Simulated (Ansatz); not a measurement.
# C2H7ClGaNO: up Jacob's ladder to CCSD(T)

How much do the methods differ for C2H7ClGaNO? The plan is to run it at one geometry with functionals of several rungs and with coupled cluster. The yardstick is the atomisation energy at the CCSD(T) limit.

Method: functionals in def2-TZVPP, the program's frozen cores in correlated methods; program: Ansatz 0.2.0, Gaussian basis.

The runs, in order: PBE-D4, r2SCAN-D4, PBE0-D4, B3LYP-D4, ωB97X-V, ωB97M-V, B2PLYP; CCSD(T)/def2-TZVPP; MP2/def2-QZVPP; extrapolation to the limit.

### 1 The relaxed structure

The geometry comes from an earlier relaxation with PBE0-D4 in a triple-zeta def2 set; it is a stationary point, not always the lowest conformer.

13 atoms, charge 0, spin multiplicity 1.

Atoms are counted from 1 here; the program's logs count them from 0.

Bond lengths: C1–N2 1.440 Å, C1–H7 1.099 Å, C1–H8 1.099 Å, C1–H9 1.091 Å, N2–C3 1.442 Å, N2–Ga4 1.797 Å, C3–H10 1.099 Å, C3–H11 1.092 Å, C3–H12 1.099 Å, Ga4–O5 1.776 Å, Ga4–Cl6 2.140 Å, O5–H13 0.959 Å. Angles: N2–C1–H7 111.3°, N2–C1–H8 111.3°, N2–C1–H9 110.9°, H7–C1–H8 107.4°, H7–C1–H9 107.9°, H8–C1–H9 107.9°, C1–N2–C3 114.3°, C1–N2–Ga4 123.9°, C3–N2–Ga4 121.8°, N2–C3–H10 111.3°, N2–C3–H11 110.9°, N2–C3–H12 111.3°, H10–C3–H11 107.9°, H10–C3–H12 107.4°, H11–C3–H12 107.9°, N2–Ga4–O5 119.7°, N2–Ga4–Cl6 120.8°, O5–Ga4–Cl6 119.4° and more.

### 2 PBE-D4 (GGA)

Input file in.yaml:

```yaml
crystal:
  periodic: [false, false, false]
  atoms:
    - {symbol: C, position_ang: [-0.429964, -0.978261, -1.293200]}
    - {symbol: N, position_ang: [0.071902, -0.186919, -0.200024]}
    - {symbol: C, position_ang: [1.480424, -0.357304, 0.059583]}
    - {symbol: Ga, position_ang: [-0.944494, 0.923457, 0.781051]}
    - {symbol: O, position_ang: [-0.211297, 1.846076, 2.109699]}
    - {symbol: Cl, position_ang: [-3.032221, 1.151570, 0.369693]}
    - {symbol: H, position_ang: [0.084534, -0.733264, -2.232976]}
    - {symbol: H, position_ang: [-0.284867, -2.052096, -1.109349]}
    - {symbol: H, position_ang: [-1.497406, -0.805011, -1.440822]}
    - {symbol: H, position_ang: [2.083452, -0.083425, -0.817430]}
    - {symbol: H, position_ang: [1.800434, 0.267772, 0.895213]}
    - {symbol: H, position_ang: [1.717089, -1.401253, 0.308615]}
    - {symbol: H, position_ang: [-0.837587, 2.408658, 2.569946]}
basis:
  gaussian: {orbitals: def2-TZVPP}
hamiltonian: {xc: pbe, dispersion: d4}
output: {forces: true, orbitals: {seedname: orbitals}}
```

The run is started by

```bash
ansatz run in.yaml --threads 2 --pin off --events-out ev --progress --plain --max-ram 32768MiB --backend cuda --devices 0, --max-vram 18GiB
```

The runs that follow: r2SCAN-D4 (meta-GGA); PBE0-D4 (hybrid); B3LYP-D4 (hybrid); ωB97X-V (range-separated); ωB97M-V (range-separated); B2PLYP (double hybrid); CCSD(T) in def2-TZVPP; MP2 in def2-QZVPP.

Q: Predict the results of all the runs planned. Wanted: atomisation energy, CCSD(T)/CBS; farthest; mean size of error, hybrid; mean size of error, range-separated; gap, smallest and largest; T1 diagnostic; triples share of the correlation energy.

As calculated:

```
                               quantity                                           value
        atomisation energy, CCSD(T)/CBS                                       48.821 eV
    functionals within 0.488 eV (1.0 %)  r2SCAN-D4, PBE0-D4, B3LYP-D4, ωB97X-V, ωB97M-V
                               farthest                              PBE-D4 (+0.781 eV)
             mean size of error, hybrid                                        0.246 eV
    mean size of error, range-separated                                        0.063 eV
              gap, smallest and largest            3.76 eV (PBE-D4), 10.43 eV (ωB97X-V)
                          T1 diagnostic                                          0.0126
triples share of the correlation energy                                           3.9 %
```

In words: PBE-D4 misses by +0.781 eV. Double hybrids carry the basis error of their MP2 part in triple zeta, and no dispersion term here, so their miss is partly the set-up's. The reference freezes the cores and leaves out relativity and excitations past (T), and its outer-core shells are covered unevenly, so misses under about 0.488 eV can't be ranked. Hartree-Fock recovers 71 % of the binding; the rest is correlation. The gap grows from 3.8 to 10.4 eV across the functionals, mostly with the share of exact exchange. Correlated methods include outer-core shells of Ga, which these sets cover unevenly.
